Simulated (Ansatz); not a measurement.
# W: the cost of one run

Method: DFT r2SCAN, scalar-relativistic, plane waves, PAW, in Ansatz 0.2.0.

This is W in the fcc structure; at room conditions it is bcc.

### Step 1. The structure to begin with

It takes space group Fm-3m (No. 225, cubic). Conventional cell: a = 4.060 Å, b = 4.060 Å, c = 4.060 Å, α = 90.00°, β = 90.00°, γ = 90.00°. Around W (site symmetry m-3m) lie 12 W at 2.87 Å.

As a file:

```
CELL_PARAMETERS angstrom
0.00000 2.03000 2.03000
2.03000 0.00000 2.03000
2.03000 2.03000 0.00000
ATOMIC_POSITIONS crystal
W 0.00000 0.00000 0.00000
```

No relaxation comes first: the listed cell is the starting point.

### Step 2. The reference: the undisturbed cell on the scan's mesh

input.yaml reads:

```yaml
crystal:
  lattice:
    - [0.0, 2.03, 2.03]
    - [2.03, 0.0, 2.03]
    - [2.03, 2.03, 0.0]
  atoms:
    - { symbol: W, position: [0.0, 0.0, 0.0] }
basis:
  ecutwfc: 500
kpoints:
  mp_grid: { grid: [20, 20, 20] }
hamiltonian:
  xc: r2scan
scf:
  occupations: { method: gaussian, width: 0.15 }
output:
  forces: true
  stress: true
  eigenvalues: true
```

Q: Estimate wall time and peak memory on 1 thread of an x86-64 CPU, shared host.

About 3.5 s, with a peak of 0.42 GiB.
